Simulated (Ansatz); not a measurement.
# C3H6BBr: the cost of one run

Program: Ansatz 0.2.0. Level of theory: RKS B3LYP-D4/def2-SVP. These are calculated values, not measurements.

### 1 Starting point

Bond lengths: C1–C2 1.271 Å, C2–Br3 1.894 Å, C2–B4 1.574 Å, B4–C5 1.530 Å, C1–H6 1.153 Å, C1–H7 1.078 Å, B4–H8 1.205 Å, C5–H9 1.173 Å, C5–H10 1.090 Å, C5–H11 1.101 Å. Angles (14 of 15 angles, heavy atoms first): C1–C2–Br3 119.5°, C1–C2–B4 122.4°, Br3–C2–B4 118.2°, C2–B4–C5 125.6°, C2–C1–H6 121.4°, C2–C1–H7 125.0°, C2–B4–H8 115.8°, C5–B4–H8 118.5°, B4–C5–H9 108.8°, B4–C5–H10 109.3°, B4–C5–H11 111.4°, H6–C1–H7 113.6°, H9–C5–H10 107.7°, H9–C5–H11 107.7°.

Structure file:

```xyz
11

C    -1.4800    1.3407   -0.5410
C    -0.3756    0.8843   -0.1081
Br    0.9585    2.0875    0.4926
B    -0.0505   -0.6559   -0.0874
C     1.2461   -1.2868    0.4247
H    -1.6931    2.4740   -0.5678
H    -2.2977    0.7394   -0.9047
H    -0.9316   -1.3836   -0.4706
H     1.4061   -0.9690    1.5428
H     2.0864   -0.9015   -0.1534
H     1.1968   -2.3860    0.3934
```

### 2 Relaxing end A

input.yaml

```yaml
crystal:
  periodic: [false, false, false]
  atoms:
    - { symbol: C, position_ang: [-1.48, 1.3407, -0.541] }
    - { symbol: C, position_ang: [-0.3756, 0.8843, -0.1081] }
    - { symbol: Br, position_ang: [0.9585, 2.0875, 0.4926] }
    - { symbol: B, position_ang: [-0.0505, -0.6559, -0.0874] }
    - { symbol: C, position_ang: [1.2461, -1.2868, 0.4247] }
    - { symbol: H, position_ang: [-1.6931, 2.474, -0.5678] }
    - { symbol: H, position_ang: [-2.2977, 0.7394, -0.9047] }
    - { symbol: H, position_ang: [-0.9316, -1.3836, -0.4706] }
    - { symbol: H, position_ang: [1.4061, -0.969, 1.5428] }
    - { symbol: H, position_ang: [2.0864, -0.9015, -0.1534] }
    - { symbol: H, position_ang: [1.1968, -2.386, 0.3934] }
basis:
  gaussian: { orbitals: def2-SVP }
hamiltonian:
  xc: b3lyp
  dispersion: d4
relax:
  f_tol: 0.02
  max_steps: 50
output:
  orbitals: {}
```

Launch:

```bash
ansatz run input.yaml --threads 2 --pin off --max-ram 3072MiB --backend cpu --events-out ev --progress --plain --runs-dir out
```

What time and memory should one allow on 2 threads of Arm Neoverse N1, shared host?

About 55 s, with a peak of 0.3 GiB.
